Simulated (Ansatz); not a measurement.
Working through harmonic frequencies at the relaxed geometry of C₂HF₃Sn, SMILES C#[C][Sn]([F])([F])[F]

With Ansatz 0.2.0 through its Python package.

Typed at the interpreter:
```pycon
>>> import ansatz as az
>>> from ase import Atoms
>>> from ase.thermochemistry import IdealGasThermo
>>> import numpy as np
>>> geometry_ang = [
...     ("C", [1.3294, -1.6717, 0.7002]),
...     ("C", [0.5658, -0.7349, 0.3055]),
...     ("Sn", [-0.6987, 0.8233, -0.3708]),
...     ("F", [-2.22, 0.0874, -1.1146]),
...     ("F", [0.2667, 1.8462, -1.7327]),
...     ("F", [-1.1142, 1.9919, 1.139]),
...     ("H", [1.9324, -2.4102, 1.0277]),
... ]
>>> mol = az.Crystal.molecule()
>>> for symbol, xyz in geometry_ang:
...     mol = mol.atom(symbol, xyz)
...
>>> setup = mol.calculation().basis(gaussian="def2-SVP").functional("b3lyp", dispersion="d4")
>>> symbols = [site.symbol for site in mol.cartesian_sites]
>>> start = np.array([site.position_ang for site in mol.cartesian_sites], dtype=float)
>>> summary = setup.relax(force_tolerance=0.003, max_steps=100).run().report
>>> end = np.array(summary["positions_ang"])
>>> print("final positions (A) and the move of each atom")
final positions (A) and the move of each atom
>>> for symbol, xyz, old in zip(symbols, end, start):
...     print(f"{symbol:2s} {xyz[0]:10.5f} {xyz[1]:10.5f} {xyz[2]:10.5f}   {np.linalg.norm(xyz - old):7.4f}")
...
C     1.31365   -1.64536    0.69852    0.0307
C     0.59402   -0.74673    0.31065    0.0310
Sn   -0.61783    0.77458   -0.34480    0.0979
F    -2.25946    0.14766   -1.11604    0.0720
F     0.20875    1.86171   -1.69304    0.0719
F    -1.12911    1.98173    1.05669    0.0843
H     1.95139   -2.44158    1.04232    0.0395
>>> minimum = az.Crystal.molecule()
>>> for symbol, place in zip(symbols, end):
...     minimum = minimum.atom(symbol, place.tolist())
...
>>> vibrating = (
...     minimum.calculation()
...     .basis(gaussian="def2-SVP")
...     .functional("b3lyp", dispersion="d4")
...     .phonons(temperatures=(200, 600, 100))
... )
>>> vib = vibrating.run().report["vibrations"]
>>> sums = vib["harmonic_sums"]
>>> modes = [m["omega_inv_cm"] for m in sums["modes_at_gamma"] if m["rigid_motion"] == "no"]
>>> print("frequencies (1/cm):", " ".join(f"{w:.0f}" for w in modes))
frequencies (1/cm): 96 96 164 164 193 261 261 479 649 669 669 760 760 2152 3448
>>> print("imaginary modes:", sum(w < 0 for w in modes), " zero-point energy:", round(sums["zero_point_energy_ev"], 4), "eV")
imaginary modes: 0  zero-point energy: 0.6709 eV
>>> gas = IdealGasThermo(vib_energies=[w / 8065.544 for w in modes if w > 0], geometry="linear" if len(modes) == 3 * len(symbols) - 5 else "nonlinear",
...                      atoms=Atoms(symbols, positions=end), symmetrynumber=1, spin=0.0)
>>> print(f"H(298 K) - E = {gas.get_enthalpy(298.15, verbose=False):.4f} eV")
H(298 K) - E = 0.9110 eV
>>> print(f"S(298 K, 1 bar) = {96485.33 * gas.get_entropy(298.15, 1e5, verbose=False):.1f} J/(mol K) with symmetry number 1")
S(298 K, 1 bar) = 375.9 J/(mol K) with symmetry number 1
>>> heavier = vibrating.phonons(masses={"H": 2.014102}).run().report["vibrations"]["harmonic_sums"]
>>> print("deuterated (1/cm):", " ".join(f"{m['omega_inv_cm']:.0f}" for m in heavier["modes_at_gamma"] if m["rigid_motion"] == "no"))
deuterated (1/cm): 92 92 163 163 193 253 253 470 599 599 649 669 669 1997 2688
>>> print("zero-point energy falls by", round(sums["zero_point_energy_ev"] - heavier["zero_point_energy_ev"], 4), "eV")
zero-point energy falls by 0.0789 eV
```

Reading the output:
- These settings explore the input space; basis and method may be short of convergence.
- The frequencies are harmonic and unscaled, in a modest basis.
- def2 sets replace the cores of elements past krypton by effective core potentials.
- b3lyp holds the VWN-RPA fit, as in Gaussian; the form of ORCA and Turbomole is b3lyp5.
- The result belongs to the one conformer reached from this start, and soft torsions count as harmonic oscillators.
- The entropy takes a symmetry number of 1; a symmetric molecule's is lower by R ln(sigma).
- Timing: 4.8 min on 1 thread of Arm Neoverse V2 (shared host), peak memory 0.38 GiB.
